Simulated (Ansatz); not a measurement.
**CdFHO (SMILES [OH][Cd][F]): functionals against CCSD(T) at one geometry**

A test off equilibrium: a structure displaced at random from a GFN2-xTB minimum is computed at several levels, and each is set against CCSD(T).

Program: Ansatz 0.2.0, Gaussian basis. Level of theory: single points in def2-TZVPP. These are calculated values, not measurements.

Correlated methods freeze the cores. Filled d shells of the heavier atoms are correlated. Core potentials replace the inner electrons past krypton, and spin-orbit coupling is left out.

## 1. The system as given

SMILES `[OH][Cd][F]`, 4 atoms, charge 0, spin multiplicity 1.

Atoms are counted from 1 here; the program's logs count them from 0.

Bond lengths: O1–Cd2 1.865 Å, O1–H4 1.024 Å, Cd2–F3 1.876 Å, Cd2–H4 2.012 Å. Angles: Cd2–O1–H4 82.8°, O1–Cd2–F3 105.1°, O1–Cd2–H4 30.3°, F3–Cd2–H4 74.9°, O1–H4–Cd2 66.9°.

Coordinates:

```mol
CdFHO
  3D, bonds by distance, orders not assigned

  4  4  0  0  0  0  0  0  0  0999 V2000
   -0.8797    0.6548   -0.7225 O   0  0
    0.9366    0.4820   -0.3348 Cd  0  0
    1.0356   -0.8928    0.9371 F   0  0
   -0.9564   -0.1595   -0.1057 H   0  0
  1  2  8  0
  1  4  8  0
  2  3  8  0
  2  4  8  0
M  END
```

## 2. CCSD(T)/def2-TZVPP

run/in.yaml reads:

```yaml
crystal:
  periodic: [false, false, false]
  atoms:
    - {symbol: O, position_ang: [-0.879700, 0.654800, -0.722500]}
    - {symbol: Cd, position_ang: [0.936600, 0.482000, -0.334800]}
    - {symbol: F, position_ang: [1.035600, -0.892800, 0.937100]}
    - {symbol: H, position_ang: [-0.956400, -0.159500, -0.105700]}
basis:
  gaussian: {orbitals: def2-TZVPP}
correlation: {method: ccsd_t}
output: {forces: true}
```

The command line of these runs was not kept.

## 3. PBE0-D4/def2-TZVPP

Edit run/in.yaml of step 2 so:

```diff
@@ -9,3 +9,3 @@
   gaussian: {orbitals: def2-TZVPP}
-correlation: {method: ccsd_t}
-output: {forces: true}
+hamiltonian: {xc: pbe0, dispersion: d4}
+output: {forces: true, orbitals: {seedname: orbitals}}
```

## 4. wB97M-V/def2-TZVPP

Edit run/in.yaml of step 3 so:

```diff
@@ -9,3 +9,3 @@
   gaussian: {orbitals: def2-TZVPP}
-hamiltonian: {xc: pbe0, dispersion: d4}
-output: {forces: true, orbitals: {seedname: orbitals}}
+hamiltonian: {xc: {name: wB97M-V}}
+output: {forces: true}
```

## 5. r2SCAN-D4/def2-TZVPP

Edit run/in.yaml of step 4 so:

```diff
@@ -9,3 +9,3 @@
   gaussian: {orbitals: def2-TZVPP}
-hamiltonian: {xc: {name: wB97M-V}}
+hamiltonian: {xc: r2scan, dispersion: d4}
 output: {forces: true}
```

## 6. PBE-D4/def2-TZVPP

Edit run/in.yaml of step 5 so:

```diff
@@ -9,3 +9,3 @@
   gaussian: {orbitals: def2-TZVPP}
-hamiltonian: {xc: r2scan, dispersion: d4}
+hamiltonian: {xc: pbe, dispersion: d4}
 output: {forces: true}
```

## 7. SPW92/def2-TZVPP

Edit run/in.yaml of step 6 so:

```diff
@@ -9,3 +9,3 @@
   gaussian: {orbitals: def2-TZVPP}
-hamiltonian: {xc: pbe, dispersion: d4}
+hamiltonian: {xc: lda}
 output: {forces: true}
```

## 8. B97M-V/def2-TZVPP

Edit run/in.yaml of step 7 so:

```diff
@@ -9,3 +9,3 @@
   gaussian: {orbitals: def2-TZVPP}
-hamiltonian: {xc: lda}
+hamiltonian: {xc: {name: B97M-V}}
 output: {forces: true}
```

(Steps that only read results are left out.)

What does the calculation give? Wanted: energy less free atoms, CCSD(T)/def2-TZVPP; RMS force component; RMS force error; HOMO and LUMO, PBE0-D4; T1 diagnostic.

**Answer**, as computed:

| quantity | value |
| --- | --- |
| energy less free atoms, CCSD(T)/def2-TZVPP | -794.3 kJ/mol |
| RMS force component | 1.572 to 2.028 eV/Å over the methods |
| RMS force error | PBE0-D4 0.085, wB97M-V 0.106, r2SCAN-D4 0.091, PBE-D4 0.328, SPW92 0.357, B97M-V 0.120 eV/Å |
| HOMO and LUMO, PBE0-D4 | -8.22 and -3.42 eV |
| T1 diagnostic | 0.020 |

What this shows: Against CCSD(T) the functionals' energies less atoms differ by -276.7 to -14.4 kJ/mol, PBE-D4 by -73.5 kJ/mol. CCSD(T) in triple zeta still lacks some correlation energy of the bonds, so part of these gaps is its own basis error and they don't rank the functionals. The forces of PBE0-D4 come nearest to CCSD(T), those of SPW92 are farthest. Frozen-core CCSD(T) forces in triple zeta carry basis errors of their own, and this is one geometry, so small gaps rank nothing.
